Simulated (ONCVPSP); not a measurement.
**Cu: generating and testing an ONCV potential**

Aim: build the potential from the settings below, then test how well it stands in for the atom: other configurations, scattering, ghost states and the plane-wave cutoff that it needs.

Program: ONCVPSP 4.0.1.1 (patched build). Reference atom: PBE, scalar-relativistic, spherical and spin-unpolarised. All values are calculated.

### 1 Starting point

Typed settings, in words:

| Item | Value |
| --- | --- |
| element | copper (Cu, Z = 29) |
| type | optimised norm-conserving Vanderbilt (ONCV) |
| frozen core | [Ne] |
| valence charge | 19 |
| reference configuration | 3s2 3p6 3d10 4s1 |
| partial waves | 3s+4s: rc 1.30 bohr, ncon 4, nbas 9, qcut 10.7 1/bohr, 2 projectors; 3p: rc 0.70 bohr, ncon 4, nbas 8, qcut 10.6 1/bohr, 2 projectors, debl 3.4 Ha; 3d: rc 1.00 bohr, ncon 3, nbas 8, qcut 17.7 1/bohr, 2 projectors, debl 3.7 Ha |
| local potential | polynomial inside 0.45 bohr (lpopt 5, dvloc0 4 Ha) |
| core correction | not asked for |

The outer shells as boxes (Hund's rule for the drawing; the calculation is spin-unpolarised):

```
[Ne] core
3s [↑↓]
3p [↑↓][↑↓][↑↓]
3d [↑↓][↑↓][↑↓][↑↓][↑↓]
4s [↑ ]
```

An earlier all-electron run gives the scale for the radii.

All-electron outer shells of the reference configuration (PBE, scalar-relativistic, ld1.x):

| shell | level (eV) | outermost node (bohr) | outermost maximum (bohr) |
| --- | --- | --- | --- |
| 2p | -916.98 | – | 0.16 |
| 3s | -114.70 | 0.29 | 0.61 |
| 3p | -72.14 | 0.26 | 0.62 |
| 3d | -5.04 | – | 0.60 |
| 4s | -4.61 | 0.89 | 2.27 |
| 4p | -0.70 | 0.97 | 3.65 |

### 2 Generating the potential

Cu.dat

```
# ATOM AND REFERENCE CONFIGURATION
# atsym  z   nc   nv     iexc    psfile
  Cu 29.00    3    4        4      upf
#
#   n    l    f
    1    0    2.00
    2    0    2.00
    2    1    6.00
    3    0    2.00
    3    1    6.00
    3    2   10.00
    4    0    1.00
#
# PSEUDOPOTENTIAL AND OPTIMIZATION
# lmax
    2
#
#   l,   rc,      ep,       ncon, nbas, qcut
    0    1.30    0.00    4    9   10.70
    1    0.70    0.00    4    8   10.60
    2    1.00    0.00    3    8   17.70
#
# LOCAL POTENTIAL
# lloc, lpopt,  rc(5),   dvloc0
    4    5    0.45    4.00
#
# VANDERBILT-KLEINMAN-BYLANDER PROJECTORs
# l, nproj, debl
    0    2    3.70
    1    2    3.40
    2    2    3.70
#
# MODEL CORE CHARGE
# icmod, fcfact, rcfact
    0    0.00    0.00
#
# LOG DERIVATIVE ANALYSIS
# epsh1, epsh2, depsh
   -6.00    5.00    0.04
#
# OUTPUT GRID
# rlmax, drl
    6.00    0.01
#
# TEST CONFIGURATIONS
# ncnf
    4
# nvcnf
#   n    l    f
    4
    3    0    2.00
    3    1    6.00
    3    2   10.00
    4    0    0.00
#
    4
    3    0    2.00
    3    1    6.00
    3    2    9.00
    4    0    0.00
#
    4
    3    0    2.00
    3    1    6.00
    3    2    8.00
    4    0    0.00
#
    4
    3    0    2.00
    3    1    5.00
    3    2   10.00
    4    0    1.00
#
```

The run is started by

```
oncvpsp.x < Cu.dat > Cu.out
```

**Question.** What will these runs give? Wanted: cutoffs for 1 and 0.1 mHa per electron, occupied waves; bound ghosts; GHOST(+) flags; largest test error; largest phase difference near zero energy, channels read.

**Answer**, as computed:

```
                                                quantity                                             value
  cutoffs for 1 and 0.1 mHa per electron, occupied waves                                 139 Ha and 394 Ha
                                            bound ghosts                                        none found
                                          GHOST(+) flags                                       s at 209 eV
                            largest test error (AE − PS)  +5.6 meV, for 3s2 3p5 3d10 4s1 (1 test unsolved)
largest phase difference near zero energy, channels read                                         0.000 rad
```

What this shows: The worst unpolarised test, 3s2 3p5 3d10 4s1, is off by 5.6 meV on 79.5 eV; by total energies transferability rates as good where solved. Of the tests 1 gave no usable energy difference, which is a warning in itself. It counts as very hard, with 139 Ha needed at the looser tolerance. The tighter tolerance needs 394 Ha, and converged work needs a cutoff nearer that. At the looser tolerance the 3p wave is the slowest; 3d needs 105 Ha. No bound ghost shows below the valence levels. Near zero energy the phases of the channels with partial waves agree within 0.001 rad. The program also flags highly localised states, GHOST(+) (s). All of this concerns the isolated atom, not yet a solid.
